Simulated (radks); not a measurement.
**Nb⁴⁺ in [Kr] 4d1: an all-electron calculation**

One table from this session's results is given with a row withheld; the runs are named, their logs left out.

Program: radks (a radial shooting solver on a logarithmic mesh, Libxc functionals) version 1. Level of theory: scalar-relativistic Kohn-Sham, PBE, spin-unpolarised, spherical densities, point nucleus. These are calculated values, not measurements, unless marked.

**Starting point**

```
element       : niobium (Z = 41)
charge        : +4
electrons     : 37
configuration : [Kr] 4d1
```

The outer shells:

Nb⁴⁺
```
[Kr] core
4d [↑ ][  ][  ][  ][  ]
```

The first run:

Settings of this run:

```text
Z 41
configuration [Kr] 4d1
relativity scalar-relativistic
functional pbe,pbe
spin unpolarised
nucleus point
c 137.035999084
```

Steps of the session up to this table: Self-consistent calculation.

One of the session's tables, all rows but one given; the rest of the session is left out.

It belongs to the step «Radial structure». Sizes of the orbitals, from the radial functions (bohr):

```
level     <r>  outermost maximum (interpolated)  90 % within  nodes
   1s       ?                                 ?            ?      ?
   2s  0.1580                             0.133        0.244      1
   2p  0.1377                             0.106        0.224      0
   3s  0.4431                             0.395        0.655      2
   3p  0.4456                             0.389        0.674      1
   3d  0.4326                             0.334        0.693      0
   4s   1.136                              1.02         1.65      3
   4p   1.251                              1.11         1.84      2
   4d   1.607                              1.35         2.44      1
```

**Question.** Estimate the row for 1s.

The run gave: <r>: 0.03609; outermost maximum (interpolated): 0.0235; 90 % within: 0.0646; nodes: 0. In the column «<r>» it is the lowest.

Limits of these values: Spin polarisation and multiplet splitting are left out.
